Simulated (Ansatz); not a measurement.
# LuSe: how the settings move a single-point run

How sensitive is a single-point run of LuSe to its settings? A reference run comes first, then one run with altered input.

Method: reference: DFT, PBEsol, PAW with Ansatz's default frozen-core files, scalar-relativistic; levels and slopes on a fine mesh, independent-particle optical spectra, in Ansatz 0.2.0.

1 further run of the same task is left out (it didn't finish).

## 1. The system as given

It takes space group Fm-3m (No. 225, cubic). The conventional cell has a = 5.552 Å, b = 5.552 Å, c = 5.552 Å, α = 90.00°, β = 90.00°, γ = 90.00°. Around Lu (site symmetry m-3m) lie 6 Se at 2.78 Å. Around Se (site symmetry m-3m) lie 6 Lu at 2.78 Å.

Structure file:

```cif
data_structure
_symmetry_space_group_name_H-M 'P 1'
_symmetry_Int_Tables_number 1
_cell_length_a 3.9260
_cell_length_b 3.9260
_cell_length_c 3.9260
_cell_angle_alpha 60.000
_cell_angle_beta 60.000
_cell_angle_gamma 60.000
_cell_volume 42.79
loop_
_atom_site_label
_atom_site_type_symbol
_atom_site_fract_x
_atom_site_fract_y
_atom_site_fract_z
_atom_site_occupancy
Lu1 Lu 0.00000 0.00000 0.00000 1
Se1 Se 0.50000 0.50000 0.50000 1
```

## 2. The reference run

input.yaml

```yaml
crystal:
  lattice:
    - [0.0, 2.77606692983, 2.77606692983]
    - [2.77606692983, 0.0, 2.77606692983]
    - [2.77606692983, 2.77606692983, 0.0]
  atoms:
    - { symbol: Lu, position: [0.0, 0.0, 0.0] }
    - { symbol: Se, position: [0.5, 0.5, 0.5] }
kpoints:
  mp_grid: { grid: [12, 12, 12] }
scf:
  occupations: { method: fermi_dirac, width: 0.08 }
hamiltonian:
  xc: pbesol
  pseudopotentials: { kind: paw }
output:
  forces: true
  stress: true
  eigenvalues: true
  eigenstates:
    nscf_kmesh: { grid: [16, 16, 16] }
    de_dk: true
    e_range: [-14, 14]
  optics:
    e_range: [0, 20]
    de: 0.2
    sigma: 0.25
    bands: { spectra_wanted_up_to: 20 }
    nscf_kmesh: { grid: [16, 16, 16] }
    drude_damping: 0.1
checkpoint:
  write: ck
  write_wavefunctions: false
```

Started as:

```bash
> ansatz run input.yaml --threads 1 --pin off --max-ram 3072MiB --backend cpu --events-out ev --progress --plain --runs-dir out
```

## 3. Changing settings: mp_grid.grid [18, 18, 18], accuracy high

Changes to input.yaml since step 2:

```diff
@@ -9,3 +9,3 @@
 kpoints:
-  mp_grid: { grid: [12, 12, 12] }
+  mp_grid: { grid: [18, 18, 18] }
 scf:
@@ -33 +33,2 @@
   write_wavefunctions: false
+accuracy: high
```

Q: Predict the outcome of this session. Wanted: for each run, ending; energy change; pressure; gap; force.

The runs gave:

| run | ending | energy change | pressure (GPa) | gap (eV) | force (eV/Å) | cycles | time |
| --- | --- | --- | --- | --- | --- | --- | --- |
| reference | converged | 0 | 0.0 | 0.00 | 0.00 | - | 87 s |
| 1: mp_grid.grid [18, 18, 18], accuracy high | converged | +1.5 meV/atom | 0.0 | 0.00 | 0.00 | 11 | 1.8 min |

Residual by cycle in the longest SCF loop of each run; runs are numbered as in the table. The quantity is the density residual dr2, in eV.

| cycle | reference | run 1 |
| --- | --- | --- |
| 1 | 0.00324 | 0.00327 |
| 2 | 0.0011 | 0.0011 |
| 3 | 2.3e-4 | 2.2e-4 |
| 4 | 5.8e-5 | 5.5e-5 |
| 5 | 2.6e-6 | 2.7e-6 |
| 6 | 1.9e-7 | 1.8e-7 |
| 7 | 1.6e-8 | 1.3e-8 |
| 8 | 2.1e-9 | 2.2e-9 |
| 9 | 2.4e-10 | 3.2e-10 |
| 10 | 1.2e-11 | 1.6e-11 |
| 11 | 8.9e-13 | 1.6e-12 |

**Reading.** Changing the k-point mesh and accuracy level moves the energy by +1.5 meV/atom.
